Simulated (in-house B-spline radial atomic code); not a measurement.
# Ta⁴⁸⁺: ionisation energy by several methods

Aim: the ionisation energy of Ta⁴⁸⁺ by several methods, each as the difference of two self-consistent energies (Ta⁴⁸⁺ and the next ion, [Ar] 3d6).

Method: Dirac-Coulomb, several functionals; spherical all-electron atom at the radial basis limit. Code: in-house B-spline radial atomic code version 1.

## (1) Starting point

- element: tantalum (Z = 73)
- charge: +48
- electrons: 25
- configuration: [Ar] 3d7
- nucleus: Fermi, rms radius 5.351 fm

The outer shells:

[Ar] 3d7
```
[Ar] core
3d [↑↓][↑↓][↑ ][↑ ][↑ ]
```

The boxes only draw the filling; these runs are spin-restricted and spherical.

## (2) exchange-only LDA

Settings, as recorded:

```ini
Z = 73
electrons = 25.0
configuration = [Ar] 3d7
hamiltonian = dirac
method = lda,
spin_polarised = False
nucleus = fermi
rms_radius = 5.3507
mass_number = 181
atomic_mass = 180.947998528
speed_of_light = 137.035999084
```

## (3) AM05, a GGA

Settings: those of step 2 with these lines changed.

```diff
@@ -4,3 +4,3 @@
 hamiltonian = dirac
-method = lda,
+method = am05
 spin_polarised = False
```

## (4) PBEsol, a GGA

Settings: those of step 3 with these lines changed.

```diff
@@ -4,3 +4,3 @@
 hamiltonian = dirac
-method = am05
+method = pbesol
 spin_polarised = False
```

**Question.** The tabulated ionisation energy is 4278 ± 4 eV (tabulated theoretical; NIST Atomic Spectra Database). What does each method give, and which comes nearest?

As calculated:

| method | rung | total energy (hartree) | ΔSCF (eV) | with Breit, QED, recoil (eV) | −ε highest (eV) | corrected ΔSCF less tabulated (eV) |
| --- | --- | --- | --- | --- | --- | --- |
| exchange-only LDA | LDA | -13764.0648 | 4303.55 | 4300.45 | 4211.11 (3d5/2) | +22.45 |
| AM05 | GGA | -13768.3635 | 4306.84 | 4303.74 | 4214.42 (3d5/2) | +25.74 |
| PBEsol | GGA | -13772.6052 | 4306.90 | 4303.80 | 4214.49 (3d5/2) | +25.80 |

What this shows: Tables give 4278 ± 4 eV (tabulated theoretical; NIST Atomic Spectra Database) for the ionisation energy. exchange-only LDA misses by +22.45 eV, the least, and PBEsol by +25.80 eV (0.60 %), the most. All methods miss on the same side by much the same amount, which points to something that they share. Open shells are averaged (over orientations, and over spins where the run is restricted), while tables refer to the lowest levels.

Members of this set that are not shown: 1 used exact exchange with fractional occupations of an open shell, which is unsound here.
